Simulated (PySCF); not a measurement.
# Te2⁻ under other conditions

One physical setting of the base script is moved in each run, with the edits that it forces.

Program: PySCF 2.14.0. Level of theory: method and basis as typed in the scripts. These are calculated values, not measurements.

4 further runs of the same task are left out: 1 for a known fault of the program, 3 that didn't finish.

## Step 1: Starting geometry

Te2⁻: 2 atoms, charge -1, spin multiplicity 2.

Bond lengths: Te1–Te2 2.877 Å.

## Step 2: The run that the others are compared with

The input, input.py:

```python
from pyscf import gto, scf
from pyscf.prop.polarizability import uhf as pol

mol = gto.M(
    atom='Te 0 0 0; Te 0 0 2.877',
    basis='def2-svp',
    ecp={'Te': 'def2-svp'},
    charge=-1,
    spin=1,
    verbose=4,
)
mf = scf.UHF(mol)
mf.kernel()
print('polarizability (a.u.)')
print(pol.Polarizability(mf).polarizability().round(4))
mf.dip_moment()
print('orbital energies (hartree):', [e[max(0, n-3):n+3].round(4) for e, n in zip(mf.mo_energy, mol.nelec)])
```

Launch:

```console
OMP_NUM_THREADS=1 python input.py
```

The log of this run is left out.

In short: E(SCF) = -534.061280 Eh, 10 cycles, ⟨S²⟩ = 0.765, α(xx, yy, zz) = 40.8, 41.9, 72.1 bohr³.

The bond length is a typed value, not an optimised one. The dipole of an ion depends on the origin.

## Step 3: Bond 4.316 Å

Variant 1 changes bond length: 2.877 Å → 4.316 Å.

The input, input.py:

```python
from pyscf import gto, scf
from pyscf.prop.polarizability import uhf as pol

mol = gto.M(
    atom='Te 0 0 0; Te 0 0 4.316',
    basis='def2-svp',
    ecp={'Te': 'def2-svp'},
    charge=-1,
    spin=1,
    verbose=4,
)
mf = scf.UHF(mol)
mf.kernel()
print('polarizability (a.u.)')
print(pol.Polarizability(mf).polarizability().round(4))
mf.dip_moment()
print('orbital energies (hartree):', [e[max(0, n-3):n+3].round(4) for e, n in zip(mf.mo_energy, mol.nelec)])
```

Launch:

```console
OMP_NUM_THREADS=1 python input.py
```

## Step 4: Charge -2 (singlet)

Variant 2 changes charge: -1 → -2; spin (2S): 1 → 0.

input.py, as its differences from that of step 2:

```diff
@@ -7,4 +7,4 @@
     ecp={'Te': 'def2-svp'},
-    charge=-1,
-    spin=1,
+    charge=-2,
+    spin=0,
     verbose=4,
```

## Step 5: Lengths in bohr

Variant 3 changes length unit: angstrom → bohr; bond length: 2.877 Å → 2.877 bohr.

input.py, as its differences from that of step 2:

```diff
@@ -9,2 +9,3 @@
     spin=1,
+    unit='bohr',
     verbose=4,
```

## Step 6: Bond 2.963 Å

Variant 4 changes bond length: 2.877 Å → 2.963 Å.

input.py, as its differences from that of step 2:

```diff
@@ -4,3 +4,3 @@
 mol = gto.M(
-    atom='Te 0 0 0; Te 0 0 2.877',
+    atom='Te 0 0 0; Te 0 0 2.963',
     basis='def2-svp',
```

## Step 7: Bond 2.532 Å

Variant 5 changes bond length: 2.877 Å → 2.532 Å.

input.py, as its differences from that of step 2:

```diff
@@ -4,3 +4,3 @@
 mol = gto.M(
-    atom='Te 0 0 0; Te 0 0 2.877',
+    atom='Te 0 0 0; Te 0 0 2.532',
     basis='def2-svp',
```

## Step 8: Bond 2.302 Å

Variant 6 changes bond length: 2.877 Å → 2.302 Å.

input.py, as its differences from that of step 2:

```diff
@@ -4,3 +4,3 @@
 mol = gto.M(
-    atom='Te 0 0 0; Te 0 0 2.877',
+    atom='Te 0 0 0; Te 0 0 2.302',
     basis='def2-svp',
```

Before running it: what results should come out? Wanted: for each run, E(SCF); from base; gap, α spin.

**Answer**, as computed:

```csv
run,E(SCF) (hartree),from base (eV),cycles,"gap, α spin (eV)"
base,-534.061280,0,10,8.23
bond 4.316 Å,-533.935593,+3.4201,10,4.98
charge -2 (singlet),-533.927453,+3.6416,9,8.05
lengths in bohr (poor choice),-532.277085,not comparable,10,10.68
bond 2.963 Å,-534.054777,+0.1770,10,8.02
bond 2.532 Å,-534.064149,-0.0781,10,9.16
bond 2.302 Å,-534.017869,+1.1813,10,9.79
```

Of the runs whose energies can be compared, “bond 4.316 Å” moves the SCF energy most (+3.420 eV). At the SCF level, adding an electron (to the singlet) costs 3.64 eV at fixed geometry; correlation, diffuse functions and relaxation can still bind it. With bond 4.316 Å the frontier gap moves by over 1.5 eV, which can mean another electronic state rather than the bond length alone. With bond 2.302 Å the frontier gap moves by over 1.5 eV, which can mean another electronic state rather than the bond length alone. Rows marked «poor choice» come from settings spoiled on purpose.
